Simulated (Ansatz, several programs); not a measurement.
NaTlTe2, ordered on the zincblende lattice (P-4m2) with 4 atoms a cell, relaxed with PBE in Ansatz (plane waves, PAW): space group P-4m2 (No. 115), tetragonal; conventional cell a = 4.703 Å, c = 7.468 Å, 41.29 Å³ an atom. Na is surrounded by 4 Te at 3.09 Å; Te is surrounded by 2 Tl at 2.92 Å and 2 Na at 3.09 Å; Tl is surrounded by 4 Te at 2.92 Å. The cell was then scaled with its shape and fractional coordinates held, which makes it stiffer than a relaxed compression. Note: simulated data, non-magnetic, for a generated structure that need not be the stable one.

| V (Å³/atom) | E (meV/atom) |
| --- | --- |
| 38.813 | 12.95 |
| 40.052 | 3.42 |
| 41.291 | 0.00 |
| 43.768 | 7.71 |

(1) Pass a cubic E = c₀ + c₁u + c₂u² + c₃u³, with u = V − 40.981 Å³, through these points.

(2) Where is the minimum, and what bulk modulus follows?

(3) Predict the energy and the pressure at the withheld volume, 42.529 Å³.

## Answers

(1) c₀ = 0.33, c₁ = -1.616, c₂ = 1.760, c₃ = -0.0827 (meV and Å³).

(2) dE/du = 0 at u = +0.475, so V₀ = 41.46 Å³. B = V₀ d²E/dV² = 41.46 × (2c₂ + 6c₃u) = 41.46 × 3.284 = 136 meV/Å³, and 1 meV/Å³ is 0.16022 GPa: 22 GPa. A third-order Birch-Murnaghan fit to all five points gives 41.47 Å³ and 22 GPa.

(3) With u = +1.548: E ≈ 1.74 meV and P = −dE/dV ≈ -0.52 GPa. The run gives 1.69 meV and, from its stress, -0.51 GPa.
